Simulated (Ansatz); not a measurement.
# Ga3Bi2N3: the cost of one run

Method: DFT PBE, scalar-relativistic, plane waves, PAW, unless a step names another level, in Ansatz 0.2.0.

3 further runs of the same task are left out: 3 set aside as unsound or not needed.

## 1. Plan

Pauling electronegativities: Ga 1.81, Bi 2.02, N 3.04 (spread 1.23). The formula balances with common oxidation states: Bi +3, Ga +1, N -3. Tabulated atomic sizes suggest about 18 Å³/atom. 25 candidates were drawn, by swapping species into database cells of other compounds, at random by space group and Wyckoff sites, or by hand, as the table says:

```csv
name,made from,space group no.,Wyckoff sites,atoms (primitive cell),V (Å³/atom)
c01,random,99,"Ga 1a, 2c; Bi 2c; N 1b, 2c",8,19.6
c02,random,139,"Ga 4c, 2a; Bi 4d; N 4e, 2b",8,18.9
c03,database cell of Ce2Tl3Sn3,47,"Ga 1d, 1e, 1g; Bi 2q; N 2t, 1b",8,16.8
c04,database cell of Fe3Si2Ni3,47,"Ga 2t, 1g; Bi 2q; N 1e, 1d, 1b",8,17.4
c05,random,99,"Ga 2c, 1b; Bi 1b, 1b; N 2c, 1a",8,18.4
c06,random,65,"Ga 4l, 2b; Bi 4j; N 4e, 2a",8,21.5
c07,random,12,"Ga 2d, 4g; Bi 4i; N 4h, 2c",8,18.8
c08,database cell of K3Ag3As2,166,"Ga 3b, 6c; Bi 6c; N 9e",8,18.9
c09,random,166,Ga 9e; Bi 6c; N 9d,8,21.3
c10,random,191,"Ga 2c, 1b; Bi 2e; N 3g",8,18.9
c11,database cell of Ti3Nb3Sn2,155,Ga 9e; Bi 6c; N 9d,8,18.5
c12,database cell of Ti3In3Rh2,189,Ga 3g; Bi 2c; N 3f,8,17.9
c13,random,123,"Ga 2h, 1d; Bi 2e; N 2h, 1b",8,21.0
c14,database cell of K3Ag3As2,166,"Ga 9e; Bi 6c; N 3b, 6c",8,18.9
c15,random,123,"Ga 2g, 1d; Bi 2e; N 2f, 1b",8,21.6
c16,database cell of Mn3Fe3Ge2,187,"Ga 3k; Bi 1b, 1e; N 3j",8,16.0
c17,random,157,"Ga 3c; Bi 1a, 1a; N 2b, 1a",8,20.4
c18,random,123,"Ga 2f, 1b; Bi 2g; N 2h, 1a",8,19.8
c19,database cell of Nb2Al3Ga3,115,"Ga 1d, 1a, 1c; Bi 2g; N 2g, 1b",8,17.2
c20,random,123,"Ga 2f, 1d; Bi 2h; N 1c, 1b, 1a",8,20.1
c21,random,123,"Ga 2h, 1d; Bi 1a, 1c; N 2f, 1b",8,20.0
c22,random,183,"Ga 1a, 2b; Bi 2b; N 3c",8,19.4
c23,database cell of Mn3Fe3Ge2,187,"Ga 3j; Bi 1b, 1e; N 3k",8,16.0
c24,database cell of Fe2Pd3Au3,47,"Ga 2t, 1d; Bi 2q; N 1b, 1g, 1e",8,18.0
c25,random,166,"Ga 9d; Bi 6c; N 3a, 6c",8,22.0
```

## 2. Screening run of c08

Input file input.yaml:

```yaml
crystal:
  lattice:
    - [2.63711692, 1.52254016, 6.26627505]
    - [-2.63711692, 1.52254016, 6.26627505]
    - [0.0, -3.04508033, 6.26627505]
  atoms:
    - { symbol: Ga, position: [0.5, 0.5, 0.5] }
    - { symbol: Ga, position: [0.0926, 0.0926, 0.0926] }
    - { symbol: Ga, position: [0.9074, 0.9074, 0.9074] }
    - { symbol: Bi, position: [0.75440001, 0.75440001, 0.75440001] }
    - { symbol: Bi, position: [0.24559999, 0.24559999, 0.24559999] }
    - { symbol: "N", position: [0.5, 0.5, 0.0] }
    - { symbol: "N", position: [0.0, 0.5, 0.5] }
    - { symbol: "N", position: [0.5, 0.0, 0.5] }
basis:
  ecutwfc: 420
kpoints:
  mp_grid: { grid: [3, 3, 3] }
hamiltonian:
  xc: pbe
scf:
  occupations: { method: gaussian, width: 0.15 }
  lower_state_search: "off"
output:
  forces: true
  stress: true
  eigenvalues: true
relax:
  adjacent_minimum: "off"
  f_tol: 0.08
  max_steps: 16
  cell: { stress_tol: 0.8 }
```

Launch:

```sh
> ansatz run input.yaml --threads 1 --pin off --max-ram 2560MiB --backend cpu --events-out ev --progress --plain --runs-dir out
```

What time and memory should one allow on 1 thread of Arm Neoverse V2, shared host?

About 64 s, with a peak of 0.46 GiB.
